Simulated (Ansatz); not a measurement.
# SiHCl2 (SMILES Cl[SiH]Cl): UHF/STO-3G

What is the electronic atomisation energy of SiHCl2 at UHF/STO-3G? 

The results are computed with Ansatz 0.2.0.

68 further runs of the same task are left out: 9 that didn't finish, 59 set aside as unsound or not needed.

## Step 1: The system as given

SiHCl2: 4 atoms, total charge 0, spin state doublet. As SMILES, `Cl[SiH]Cl`. The coordinates come from a PBE0-D4/def2-TZVP relaxation.

Bond lengths: Cl1–Si2 2.047 Å, Si2–Cl3 2.047 Å, Si2–H4 1.488 Å. Angles: Cl1–Si2–Cl3 110.2°, Cl1–Si2–H4 108.0°, Cl3–Si2–H4 108.0°.

## Step 2: A single-point energy at UHF/STO-3G

Contents of molecule.yaml:

```yaml
crystal:
  periodic: [false, false, false]
  atoms:
    - {symbol: Cl, position_ang: [-1.646600, 0.177800, 0.889400]}
    - {symbol: Si, position_ang: [0.187600, -0.414200, 0.200000]}
    - {symbol: Cl, position_ang: [0.250900, -0.281300, -1.841700]}
    - {symbol: H, position_ang: [1.208200, 0.517700, 0.752400]}
basis:
  gaussian:
    orbitals: STO-3G
magnetization:
  spin_polarized: true
  initial_magnetization: 1
hamiltonian:
  xc: hf
accuracy: high
```

Command:

```console
ansatz run molecule.yaml --threads 1 --pin off --max-ram 2610MiB --events-out events.jsonl --progress --plain --runs-dir runs
```

The log of the run:

```text
Warning: RAYON_NUM_THREADS=1 ignored (pool sized by the plan → 1); use --threads N
Functional definition: HF
  name "HF"
  exchange = exact_x
  correlation = 0
508 factors; integrals over basis functions are off by at most 1.7e-8 eV
mean field evaluation 1: about -32526.6867 eV, gradient 1.2e1 eV
mean field evaluation 2: about -32526.7342 eV, gradient 1.2e1 eV
mean field evaluation 4: about -32528.5968 eV, gradient 1.1e0 eV
mean field evaluation 8: about -32528.6313 eV, gradient 1.9e-2 eV
mean field -32528.63130283 eV, -1195.4051516806 hartree, gradient 9.0e-8 eV, S^2 0.751869; 0 other end points of the search recorded, 0 dependent functions left out
reference -32528.63130283 eV, -1195.4051516806 hartree; 25, 24 occupied and 3, 4 virtual orbitals, 508 factors
Total energy: -32528.63130283 eV, -1195.4051516806 hartree
```

It took 0.2 s on 1 thread of Arm Neoverse V2, shared host.

## Step 3: The Cl atom, same level

Contents of run.yaml:

```yaml
crystal:
  periodic: [false, false, false]
  atoms:
    - {symbol: Cl, position_ang: [0.000000, 0.000000, 0.000000]}
basis:
  gaussian:
    orbitals: STO-3G
magnetization:
  spin_polarized: true
  initial_magnetization: 1
hamiltonian:
  xc: hf
accuracy: high
```

Run the same way, it converges to -454.54219 Eh (log not shown).

## Step 4: The H atom, same level

Contents of molecule.yaml:

```yaml
crystal:
  periodic: [false, false, false]
  atoms:
    - {symbol: H, position_ang: [0.000000, 0.000000, 0.000000]}
basis:
  gaussian:
    orbitals: STO-3G
total_charge: 0
magnetization:
  spin_polarized: true
  initial_magnetization: 1
hamiltonian:
  xc: hf
accuracy: high
```

Run the same way, it converges to -0.46658 Eh (log not shown).

## Step 5: The Si atom at the same level

Contents of input.yaml:

```yaml
crystal:
  periodic: [false, false, false]
  atoms:
    - {symbol: Si, position_ang: [0.000000, 0.000000, 0.000000]}
basis:
  gaussian: {orbitals: STO-3G}
magnetization: {spin_polarized: true, initial_magnetization: 2}
hamiltonian: {xc: hf}
accuracy: high
```

Command:

```console
ansatz run input.yaml --threads 1 --pin off --max-ram 2610MiB --events-out events.jsonl --progress --plain --runs-dir runs
```

The log of the run:

```text
Warning: RAYON_NUM_THREADS=1 ignored (pool sized by the plan → 1); use --threads N
[... 4 set-up lines as earlier in the session ...]
42 factors; integrals over basis functions are off by at most 2.5e-9 eV
mean field evaluation 1: about -7767.9286 eV, gradient 9.3e-1 eV
mean field evaluation 2: about -7767.9294 eV, gradient 9.3e-1 eV
mean field evaluation 4: about -7767.9315 eV, gradient 4.9e-6 eV
mean field evaluation 8: about -7767.9314 eV, gradient 2.1e-1 eV
mean field -7767.93148641 eV, -285.4662168327 hartree, gradient 2.1e-9 eV, S^2 2.000003; 0 other end points of the search recorded, 0 dependent functions left out
reference -7767.93148641 eV, -285.4662168327 hartree; 8, 6 occupied and 1, 3 virtual orbitals, 42 factors
Total energy: -7767.93148641 eV, -285.4662168327 hartree
```

It took 0.04 s on 1 thread of Arm Neoverse V2, shared host.

## Step 6: Outcome

Level: UHF/STO-3G.

```
                     quantity           value
       molecule: total energy  -1195.40515 Eh
               molecule: ⟨S²⟩           0.752
        Cl atom: total energy   -454.54219 Eh
                Cl atom: ⟨S²⟩           0.750
         H atom: total energy     -0.46658 Eh
                 H atom: ⟨S²⟩           0.750
        Si atom: total energy   -285.46622 Eh
                Si atom: ⟨S²⟩           2.000
electronic atomisation energy       10.557 eV
```

Taking the molecule apart into free atoms costs 10.56 eV (243 kcal/mol), before zero-point energy and without spin-orbit coupling. Hartree–Fock lacks the correlation of the bonding pairs, which as a rule makes this value much too low; in minimal bases other errors can mask that. In a minimal basis such a difference can be off by several eV, whatever the method.
